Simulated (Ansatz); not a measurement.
# Si23BHO48: the cost of one run

Program: Ansatz 0.2.0. Level of theory: DFT PBE+D3(BJ), scalar-relativistic, plane waves, PAW. These are calculated values, not measurements.

## 1. Starting point

The structure is triclinic, space group P1 (No. 1). Conventional cell: a = 9.832 Å, b = 9.832 Å, c = 10.818 Å, α = 90.00°, β = 90.00°, γ = 120.00°. Around Si (site symmetry 1) lie 4 O at 1.62 to 1.63 Å. Si (site symmetry 1) is surrounded by 4 O at 1.62 to 1.64 Å. O (site symmetry 1) is surrounded by 2 Si at 1.63 Å. O (site symmetry 1) has 2 Si at 1.62 to 1.63 Å as nearest neighbours. Only part of the 73 independent sites is listed.

As a file:

```cif
data_structure
_symmetry_space_group_name_H-M 'P1'
_symmetry_Int_Tables_number 1
_cell_length_a 9.8316
_cell_length_b 9.8316
_cell_length_c 10.8182
_cell_angle_alpha 90.000
_cell_angle_beta 90.000
_cell_angle_gamma 120.000
_cell_volume 905.60
loop_
_atom_site_label
_atom_site_type_symbol
_atom_site_symmetry_multiplicity
_atom_site_Wyckoff_symbol
_atom_site_fract_x
_atom_site_fract_y
_atom_site_fract_z
_atom_site_occupancy
Si1 Si 1 a 0.26543 0.26969 0.16595 1
Si2 Si 1 a 0.73254 0.00087 0.33343 1
Si3 Si 1 a 0.99399 0.23001 0.00111 1
O1 O 1 a 0.85974 0.07018 0.44537 1
O2 O 1 a 0.92848 0.29496 0.11081 1
O3 O 1 a 0.70278 0.13764 0.27873 1
O4 O 1 a 0.12907 0.19997 0.05998 1
O5 O 1 a 0.06385 0.36613 0.39329 1
O6 O 1 a 0.28830 0.43202 0.22421 1
Si4 Si 1 a 0.26260 0.26657 0.66825 1
Si5 Si 1 a 0.72255 0.98771 0.83639 1
Si6 Si 1 a 0.98941 0.23738 0.50465 1
O7 O 1 a 0.85470 0.06673 0.94395 1
O8 O 1 a 0.91779 0.30312 0.60936 1
O9 O 1 a 0.67282 0.11336 0.78519 1
O10 O 1 a 0.12480 0.20978 0.56537 1
O11 O 1 a 0.06292 0.35823 0.88967 1
O12 O 1 a 0.29771 0.43136 0.72992 1
Si7 Si 1 a 0.76542 0.26891 0.16943 1
Si8 Si 1 a 0.24565 0.00717 0.33461 1
Si9 Si 1 a 0.50029 0.23789 0.99952 1
O13 O 1 a 0.38074 0.07664 0.44163 1
O14 O 1 a 0.43087 0.30650 0.10363 1
O15 O 1 a 0.21592 0.14302 0.27811 1
O16 O 1 a 0.63281 0.20825 0.06195 1
O17 O 1 a 0.57470 0.37652 0.39293 1
O18 O 1 a 0.79838 0.43565 0.22609 1
B1 B 1 a 0.78654 0.31542 0.63263 1
Si10 Si 1 a 0.23631 0.99960 0.83477 1
Si11 Si 1 a 0.50888 0.24450 0.50164 1
O19 O 1 a 0.36070 0.07029 0.94822 1
O20 O 1 a 0.42523 0.29504 0.60710 1
O21 O 1 a 0.20421 0.13155 0.77454 1
O22 O 1 a 0.65337 0.23013 0.56041 1
O23 O 1 a 0.57216 0.35865 0.88353 1
O24 O 1 a 0.80098 0.42847 0.71503 1
Si12 Si 1 a 0.77088 0.77046 0.16779 1
Si13 Si 1 a 0.22956 0.50055 0.33631 1
Si14 Si 1 a 0.49428 0.71970 0.00675 1
O25 O 1 a 0.36177 0.56688 0.44544 1
O26 O 1 a 0.43050 0.79188 0.11214 1
O27 O 1 a 0.20457 0.64037 0.28138 1
O28 O 1 a 0.63083 0.69387 0.06594 1
O29 O 1 a 0.56813 0.86018 0.38840 1
O30 O 1 a 0.79747 0.93666 0.22155 1
Si15 Si 1 a 0.76951 0.76694 0.66626 1
Si16 Si 1 a 0.23089 0.49579 0.83888 1
Si17 Si 1 a 0.50228 0.73155 0.49976 1
O31 O 1 a 0.35337 0.55427 0.95454 1
O32 O 1 a 0.43753 0.79495 0.61207 1
O33 O 1 a 0.21187 0.63878 0.78263 1
O34 O 1 a 0.63997 0.70407 0.55527 1
O35 O 1 a 0.56340 0.83983 0.89086 1
O36 O 1 a 0.79295 0.92894 0.72560 1
Si18 Si 1 a 0.26682 0.76718 0.16873 1
Si19 Si 1 a 0.74246 0.50821 0.33694 1
Si20 Si 1 a 0.99945 0.72850 0.99673 1
O37 O 1 a 0.87480 0.57366 0.44568 1
O38 O 1 a 0.93052 0.79604 0.10238 1
O39 O 1 a 0.72131 0.65017 0.28368 1
O40 O 1 a 0.13526 0.70334 0.05958 1
O41 O 1 a 0.08197 0.87148 0.39411 1
O42 O 1 a 0.30046 0.93522 0.22255 1
Si21 Si 1 a 0.27453 0.76786 0.67198 1
Si22 Si 1 a 0.73803 0.49344 0.82568 1
Si23 Si 1 a 0.00891 0.74012 0.50282 1
O43 O 1 a 0.86633 0.56261 0.93824 1
O44 O 1 a 0.93703 0.80243 0.60942 1
O45 O 1 a 0.71056 0.63282 0.77285 1
O46 O 1 a 0.14281 0.71102 0.56421 1
O47 O 1 a 0.07143 0.85652 0.88483 1
O48 O 1 a 0.31415 0.93753 0.73028 1
H1 H 1 a 0.58688 0.07356 0.76038 1
```

The structure rests on an entry of the Crystallography Open Database; cell or positions may have been set otherwise for this series.

## 2. Single point: Si23BHO48 defect cell, no spin

input.yaml

```yaml
crystal:
  lattice:
    - [9.8316, 0.0, 0.0]
    - [-4.9158, 8.514415, 0.0]
    - [0.0, 0.0, 10.8182]
  atoms:
    - { symbol: Si, position: [0.269688, 0.0042536, 0.165953] }
    - { symbol: Si, position: [0.00086857, 0.268329, 0.333434] }
    - { symbol: Si, position: [0.230014, 0.236022, 0.0011123] }
    - { symbol: O, position: [0.070179, 0.210435, 0.445374] }
    - { symbol: O, position: [0.294955, 0.366478, 0.110814] }
    - { symbol: O, position: [0.137636, 0.434859, 0.278726] }
    - { symbol: O, position: [0.199974, 0.070902, 0.059979] }
    - { symbol: O, position: [0.366129, 0.302277, 0.393291] }
    - { symbol: O, position: [0.432015, 0.143711, 0.22421] }
    - { symbol: Si, position: [0.266571, 0.0039666, 0.668249] }
    - { symbol: Si, position: [0.987707, 0.265161, 0.836393] }
    - { symbol: Si, position: [0.237378, 0.247967, 0.504647] }
    - { symbol: O, position: [0.066733, 0.212031, 0.943951] }
    - { symbol: O, position: [0.30312, 0.38533, 0.609362] }
    - { symbol: O, position: [0.113359, 0.440542, 0.785195] }
    - { symbol: O, position: [0.209781, 0.084978, 0.565365] }
    - { symbol: O, position: [0.358233, 0.295309, 0.889674] }
    - { symbol: O, position: [0.431356, 0.133649, 0.729922] }
    - { symbol: Si, position: [0.268913, 0.503497, 0.169429] }
    - { symbol: Si, position: [0.007174, 0.761525, 0.334614] }
    - { symbol: Si, position: [0.237888, 0.737601, 0.99952221] }
    - { symbol: O, position: [0.076635, 0.695899, 0.441634] }
    - { symbol: O, position: [0.306496, 0.87563, 0.103626] }
    - { symbol: O, position: [0.143017, 0.927102, 0.278113] }
    - { symbol: O, position: [0.20825, 0.575435, 0.061949] }
    - { symbol: O, position: [0.37652, 0.801823, 0.392928] }
    - { symbol: O, position: [0.435645, 0.637269, 0.226091] }
    - { symbol: B, position: [0.315419, 0.528881, 0.632634] }
    - { symbol: Si, position: [0.99959752, 0.763292, 0.834772] }
    - { symbol: Si, position: [0.244495, 0.735614, 0.501644] }
    - { symbol: O, position: [0.070295, 0.709593, 0.948222] }
    - { symbol: O, position: [0.295041, 0.869808, 0.607103] }
    - { symbol: O, position: [0.131554, 0.927349, 0.774543] }
    - { symbol: O, position: [0.230133, 0.57676, 0.560411] }
    - { symbol: O, position: [0.358652, 0.786494, 0.883529] }
    - { symbol: O, position: [0.428471, 0.627495, 0.715034] }
    - { symbol: Si, position: [0.770458, 0.99957762, 0.167788] }
    - { symbol: Si, position: [0.50055, 0.270995, 0.336313] }
    - { symbol: Si, position: [0.719697, 0.225415, 0.0067535] }
    - { symbol: O, position: [0.566877, 0.20511, 0.445445] }
    - { symbol: O, position: [0.79188, 0.361376, 0.112142] }
    - { symbol: O, position: [0.640373, 0.4358, 0.281383] }
    - { symbol: O, position: [0.693872, 0.063042, 0.065936] }
    - { symbol: O, position: [0.860175, 0.292042, 0.388396] }
    - { symbol: O, position: [0.936655, 0.139185, 0.221554] }
    - { symbol: Si, position: [0.766943, 0.9974284, 0.666258] }
    - { symbol: Si, position: [0.495789, 0.264895, 0.838883] }
    - { symbol: Si, position: [0.731552, 0.229275, 0.499757] }
    - { symbol: O, position: [0.554274, 0.200908, 0.954544] }
    - { symbol: O, position: [0.794951, 0.357422, 0.612067] }
    - { symbol: O, position: [0.638777, 0.426904, 0.782628] }
    - { symbol: O, position: [0.704068, 0.064096, 0.555266] }
    - { symbol: O, position: [0.839832, 0.276428, 0.890862] }
    - { symbol: O, position: [0.928938, 0.135987, 0.7256] }
    - { symbol: Si, position: [0.767177, 0.500352, 0.168729] }
    - { symbol: Si, position: [0.508211, 0.765754, 0.336944] }
    - { symbol: Si, position: [0.728497, 0.729043, 0.9967325] }
    - { symbol: O, position: [0.573655, 0.698857, 0.445684] }
    - { symbol: O, position: [0.796038, 0.865517, 0.102384] }
    - { symbol: O, position: [0.650169, 0.928859, 0.28368] }
    - { symbol: O, position: [0.703343, 0.568083, 0.059577] }
    - { symbol: O, position: [0.87148, 0.789506, 0.394112] }
    - { symbol: O, position: [0.935223, 0.634767, 0.222552] }
    - { symbol: Si, position: [0.767859, 0.493331, 0.671978] }
    - { symbol: Si, position: [0.493437, 0.755403, 0.825684] }
    - { symbol: Si, position: [0.74012, 0.731211, 0.502816] }
    - { symbol: O, position: [0.562606, 0.696273, 0.938237] }
    - { symbol: O, position: [0.802427, 0.865398, 0.60942] }
    - { symbol: O, position: [0.632818, 0.922256, 0.772848] }
    - { symbol: O, position: [0.711021, 0.568213, 0.564206] }
    - { symbol: O, position: [0.856517, 0.785087, 0.884832] }
    - { symbol: O, position: [0.937531, 0.623376, 0.730281] }
    - { symbol: H, position: [0.07355571, 0.48667554, 0.760384] }
scf:
  occupations: { method: gaussian, width: 0.02 }
output:
  stress: false
  eigenvalues: true
kpoints:
  mp_grid: { grid: [1, 1, 1] }
hamiltonian:
  xc: pbe
  dispersion: d3bj
```

The run is started by

```sh
$ ansatz run input.yaml --threads 4 --pin off --max-ram 16384MiB --backend cpu --events-out ev --progress --plain --runs-dir out
```

What time and memory should one allow on 4 threads of Intel Xeon Platinum 8175M at 2.50GHz (Skylake/Cascade Lake), shared host?

About 5.8 s, with a peak of 1 GiB.
